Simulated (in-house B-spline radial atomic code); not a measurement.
# Bi⁷⁺: ionisation energy by several methods

One table from this session's results is given with a row withheld; the runs are named, their logs left out.

Method: scalar-relativistic (X2C), several functionals, spin-polarised; spherical all-electron atom at the radial basis limit. Code: in-house B-spline radial atomic code version 1.

## What is computed

| Quantity | Value |
| --- | --- |
| element | bismuth (Z = 83) |
| charge | +7 |
| electrons | 76 |
| configuration | [Xe] 4f14 5d8 |
| nucleus | Fermi, rms radius 5.521 fm |

Outer shells as boxes (Hund's rule):

[Xe] 4f14 5d8
```
[Xe] core
4f [↑↓][↑↓][↑↓][↑↓][↑↓][↑↓][↑↓]
5d [↑↓][↑↓][↑↓][↑ ][↑ ]
```

Where spins are not typed, each open shell is filled with up spins first.

Set-up of the first run:

Settings of the run:

```ini
Z = 83
electrons = 76.0
configuration = [Xe] 4f14 5d8
hamiltonian = x2c
method = pw91,pw91
spin_polarised = True
nucleus = fermi
rms_radius = 5.5211
mass_number = 209
atomic_mass = 208.980398599
speed_of_light = 137.035999084
```

Among the steps run: PW91, a GGA; SCAN, a meta-GGA; TPSS, a meta-GGA; LDA (VWN5); Hartree-Fock; exchange-only LDA.

One of the session's tables, all rows but one given; the rest of the session is left out.

```
           method  ΔSCF (eV)
       LDA (VWN5)          ?
exchange-only LDA     122.86
             PW91     124.68
             SCAN     124.62
             TPSS     124.51
     Hartree-Fock     123.05
```

**Question.** Estimate the row for LDA (VWN5).

**Answer.** ΔSCF (eV): 125.00. In the column «ΔSCF (eV)» it is the highest.
